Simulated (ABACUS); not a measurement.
## HPbNO4 in ABACUS: the effect of functional

The system is HPbNO4.

```
Pb O N H
1.0
     3.77902    0.00000    0.00000
    -0.04215    5.42207    0.00000
    -0.41116   -1.69996    5.66807
Pb O N H
1 4 1 1
Cartesian
  2.2222 2.5697 0.8559
  -0.3156 -0.7579 4.9927
  2.6826 -0.1613 0.7288
  -0.3743 2.5181 4.9337
  0.2709 2.5765 2.1341
  3.0261 3.5897 5.4338
  0.1608 2.6374 3.0870
```

The cell was built by a generator and needn't be a form met in nature.

The cell isn't the ideal one: volume scaled by 0.94.

Alike in all runs:

```yaml
Program: ABACUS 3.10.1
Task: equation of state
Potentials_or_basis: SG15 ONCV 1.2 PBE
Cutoff: 1361 eV
Density_cutoff: 5442 eV
Basis: DZP LCAO (the cutoffs set its grid)
k_mesh: 5 × 4 × 4
Occupations: fermi-dirac, width 0.05 eV
Spin: no spin polarisation
```

| functional | gap on the mesh (eV) | pressure (GPa) | largest force (eV/Å) |
| --- | --- | --- | --- |
| LDA | 3.17 | 6.1 | 3.52 |
| PBEsol | 3.18 | 7.6 | 3.47 |
| BLYP | 3.15 | 11.6 | 4.25 |
| PW91 | 3.16 | 9.2 | 3.68 |
| r2SCAN | ? | ? | ? |

Q: What does the run with functional r2SCAN give?

A: gap on the mesh 3.69 eV; pressure 6.7 GPa; largest force 3.15 eV/Å.

Caveats: the atomic orbitals were generated for these runs and aren't a published set; the potentials were made for another functional, which shifts forces and pressure; spin-orbit coupling is left out, which as a rule narrows the gap of such compounds by several tenths of an eV; an odd mesh through Γ misses points on the zone boundary, where band edges often lie; the basis of atomic orbitals isn't converged, which shifts pressures, moduli and gaps.

Runs at the PBE level aren't shown here.
